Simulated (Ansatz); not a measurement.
Run this with Ansatz 0.2.0, Python API and show what comes out.

`ch9o2psi2_disp.py`:
```python
# -*- coding: utf-8 -*-
"""Size of D3 and D4 in CH9O2PSi2."""

import warnings

import ansatz as az

BASIS = "def2-SVP"

warnings.simplefilter("ignore", az.DeckWarning)

geometry_ang = [
    ("C", (-1.7443, -1.1107, -1.3343)),
    ("O", (-1.0123, 0.0339, -1.7395)),
    ("Si", (0.0028, 0.7752, -0.6577)),
    ("P", (-1.1934, 2.1316, 0.6119)),
    ("O", (0.7376, -0.3335, 0.317)),
    ("Si", (2.1922, -0.5384, 1.0746)),
    ("H", (-2.3917, -0.8941, -0.4771)),
    ("H", (-2.3844, -1.4163, -2.168)),
    ("H", (-1.0758, -1.9473, -1.1022)),
    ("H", (1.0199, 1.5638, -1.3873)),
    ("H", (-1.8327, 1.1317, 1.3788)),
    ("H", (-0.1918, 2.4049, 1.5707)),
    ("H", (3.2762, -0.6093, 0.066)),
    ("H", (2.1632, -1.7959, 1.8592)),
    ("H", (2.4345, 0.6045, 1.9879)),
]
molecule = az.Crystal.molecule()
for symbol, xyz in geometry_ang:
    molecule = molecule.atom(symbol, xyz)

job = molecule.calculation().basis(gaussian=BASIS)
for name in ["pbe", "r2scan"]:
    for correction in ("d3bj", "d4"):
        data = job.functional(name, dispersion=correction).run().report
        print(f"{name:8s} {correction:5s} total {data['free_energy_ev']:.5f} eV, of which dispersion {1000 * data['dispersion']['energy']['ev']:.2f} meV")
```

`python ch9o2psi2_disp.py` gives:
```text
pbe      d3bj  total -30294.19517 eV, of which dispersion -388.08 meV
pbe      d4    total -30294.21001 eV, of which dispersion -402.92 meV
r2scan   d3bj  total -30307.95984 eV, of which dispersion -120.22 meV
r2scan   d4    total -30307.94571 eV, of which dispersion -106.09 meV
```

Caveats:
- Total energies depend on the basis set; only differences at equal settings carry meaning.
- The geometry is a force-field or estimated start, not a minimum of this method, and the basis set is short of its limit. D4 holds the three-body term, and d3bj doesn't.
- A dispersion term here runs with damping parameters fitted for another variant or functional.
- The script silences the warnings on its input, which a real study should read.
- The whole script took 31 s on 1 thread of Arm Neoverse V2 (shared host), peak memory 0.28 GiB.

(A comment or docstring line of the script was reworded after the run, the code is as it ran; lines on the test bed's own set-up are left out of the output.)
